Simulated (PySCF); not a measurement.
# C3H6Cl2Si: the cost of one run

Computed with PySCF 2.14.0, with density-fitted response routines of our own, on a single molecule in the gas phase. Atoms are numbered from 0 throughout.

## (1) The starting structure

12 atoms, charge 0, multiplicity 1; geometry from: GFN2-xTB. The atoms were then displaced at random by about 0.01 Å, so the start is not that level's minimum.

Bonds of the start (Å): C0–C1 1.33, C1–C2 1.49, C2–Cl3 1.80, C2–Si4 1.91, Si4–Cl5 2.02, C0–H6 1.09, C0–H7 1.08, C1–H8 1.06, C2–H9 1.11, Si4–H10 1.44, Si4–H11 1.46.

## (2) Geometry optimisation at PBE0-D3(BJ)/def2-SVP

What the job is given:

```
{"job": {"xc": "PBE0", "basis": "def2-SVP", "d3": "d3bj", "grid": 1, "shake": 0.01, "kind": "geom"}, "charge": 0, "multiplicity": 1}
C      1.997060     0.581900     0.004910
C      1.020140    -0.261350    -0.309600
C     -0.181250    -0.518560     0.534890
Cl    -0.313430    -2.291800     0.788710
Si    -1.806710     0.085140    -0.260530
Cl    -1.649500     2.084880    -0.496030
H      1.966400     1.163420     0.922710
H      2.821650     0.803720    -0.662380
H      1.059060    -0.807100    -1.215120
H     -0.016520    -0.096250     1.549240
H     -1.969120    -0.555710    -1.539210
H     -2.888090    -0.216550     0.673380
```

On the command line:

```
$ OMP_NUM_THREADS=1 python probes_run.py task.json out
```

This one command runs all jobs of the session in turn.

Q: Estimate the wall time and peak memory of this first job on 1 thread of Arm Neoverse V2, shared host.

About 40 s, with a peak of 0.53 GiB.
